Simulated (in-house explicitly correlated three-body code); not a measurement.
# Dy⁶⁴⁺: exact states and exact Kohn–Sham parts

An exercise on one series of results from a longer session: the logs are not shown, and one member is left open.

Method: two electrons, non-relativistic, variational in exponentially correlated functions. Code: in-house explicitly correlated three-body code version 1.

**The system**

- charge of the centre: +66
- mass of the centre: infinite
- interactions: Coulomb
- basis: 260 functions exp(−a r1 − b r2 − g r12) a state, exponent ranges optimised
- units: hartree and bohr; relativity and QED are left out

Set-up of the first run:

Settings:

```ini
Z = 66.0
interaction_strength = 1.0
functions = 260
states_tried = 13
```

Run with:

```
python run_hyl.py task.json out
```

Among the steps run: Input and results.

One of the session's tables, all rows but one given; the rest of the session is left out.

It belongs to the step «The bound states». 

| state | binding (eV) | excitation (eV) | ⟨r12⟩ (bohr) |
| --- | --- | --- | --- |
| 1 ¹S | 58148.2 | 0 | 0.03338 |
| 2 ³S | 14480.4 | 43667.8 | 0.09561 |
| 2 ³P | 14413.2 | 43735.0 | 0.08239 |
| 2 ¹S | 14403.4 | 43744.8 | 0.09470 |
| 2 ¹P | 14354.1 | 43794.1 | 0.07870 |
| 3 ³S | 6417.72 | 51730.5 | 0.2084 |
| 3 ³P | 6398.99 | 51749.2 | 0.1940 |
| 3 ¹S | ? | ? | ? |
| 3 ¹P | 6383.22 | 51765.0 | 0.1937 |
| 4 ³S | 3605.43 | 54542.8 | 0.3689 |
| 4 ³P | 3597.68 | 54550.5 | 0.3544 |
| 4 ¹S | 3597.21 | 54551.0 | 0.3696 |
| 4 ¹P | 3591.26 | 54557.0 | 0.3548 |

**Question.** Estimate the row for 3 ¹S.

As computed: binding (eV): 6397.46; excitation (eV): 51750.8; ⟨r12⟩ (bohr): 0.2087. In the column «binding (eV)» it lies between 3 ¹P (6383.22) and 3 ³P (6398.99).
